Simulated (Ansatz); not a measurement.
# How Mg converges under other mixers and occupations

Which SCF settings change the result for Mg, and which only the effort? The default run comes first. The cell (2 atoms) is Mg in its experimental structure (space group P6_3/mmc). Source: COD entry 9013054.

The COD entry's cell or inner coordinates are ideal or old and differ from later refinements, so a difference from it is no clean test against experiment.

Computed with Ansatz 0.2.0 (DFT PBEsol, PAW, plane waves, scalar-relativistic, unless a step's input says otherwise).

## 1. The system as given

The structure is hexagonal, space group P6_3/mmc (No. 194). Conventional cell: a = 3.202 Å, b = 3.202 Å, c = 5.199 Å, α = 90.00°, β = 90.00°, γ = 120.00°. Mg (site symmetry -6m2) is surrounded by 12 Mg at 3.19 to 3.20 Å.

Structure file:

```
CELL_PARAMETERS angstrom
3.20170 0.00000 0.00000
-1.60085 2.77275 0.00000
0.00000 0.00000 5.19860
ATOMIC_POSITIONS crystal
Mg 0.33333 0.66667 0.25000
Mg 0.66667 0.33333 0.75000
```

In tables a label like Mg2 counts atoms in the order of input.yaml; a structure file may count by element.

Changes shown after the default run: MSR1 mixing, preconditioner none; density-residual threshold 1e-4 eV; cold smearing, width 0.05 eV; cutoff 30 eV; one k-point (Gamma), no switch to direct minimisation; linear mixing, β 0.4, Kerker; cutoff 300 eV; direct minimisation; k-point mesh 5x5x3; MSR1 mixing, preconditioner LDOS.

The search for lower states is off throughout, and inputs that name a mixer don't switch to direct minimisation unless they say so. Spin polarisation is off.

## 2. Default SCF settings

The input, input.yaml:

```yaml
crystal:
  lattice:
    - [3.20169847, 0.0, 0.0]
    - [-1.60084923, 2.77275221, 0.0]
    - [0.0, 0.0, 5.1986]
  atoms:
    - { symbol: Mg, position: [0.33333333, 0.66666667, 0.25] }
    - { symbol: Mg, position: [0.66666667, 0.33333333, 0.75] }
hamiltonian:
  xc: pbesol
  pseudopotentials: { kind: paw }
basis:
  ecutwfc: 420
kpoints:
  mp_grid: { grid: [9, 9, 5] }
scf:
  occupations: { method: fermi_dirac, width: 0.05 }
  lower_state_search: "off"
output:
  forces: true
  stress: true
  write_density: true
  write_potential: true
  elf: true
  volumetric_format: npy
```

Launch:

```
$ ansatz run input.yaml --threads 2 --pin off --max-ram 5120MiB --backend cpu --events-out ev --progress --plain --runs-dir out
```

**Question.** Each change named above is then made alone on this input. How many iterations does the default take, and what do the changes move? Wanted: largest shift of the free energy by occupations, cutoff, mesh or field.

As calculated:

| quantity | value |
| --- | --- |
| default run | 6 iterations, with no gap on the k-mesh |
| fewest iterations to that state among the runs shown (an iteration of direct minimisation costs more) | 4 (direct minimisation) |
| most iterations to it | 16 (linear mixing, β 0.4, Kerker) |
| runs that end in another state, among changes of path alone | 0 |
| largest shift of the free energy by occupations, cutoff, mesh or field | +938386 meV/atom (cutoff 30 eV) |

The default and the runs that change only the path, 5 in all, end in one state, in 4 to 16 iterations. Occupations, cutoff, mesh and fields change the problem that is solved, not just the path; the largest shift here is that of “cutoff 30 eV”. Counts include iterations that the program adds to test a close, so a difference of one or two ranks nothing. The starting density is a sum of atomic densities corrected by a trained network, so it is already close to self-consistency.
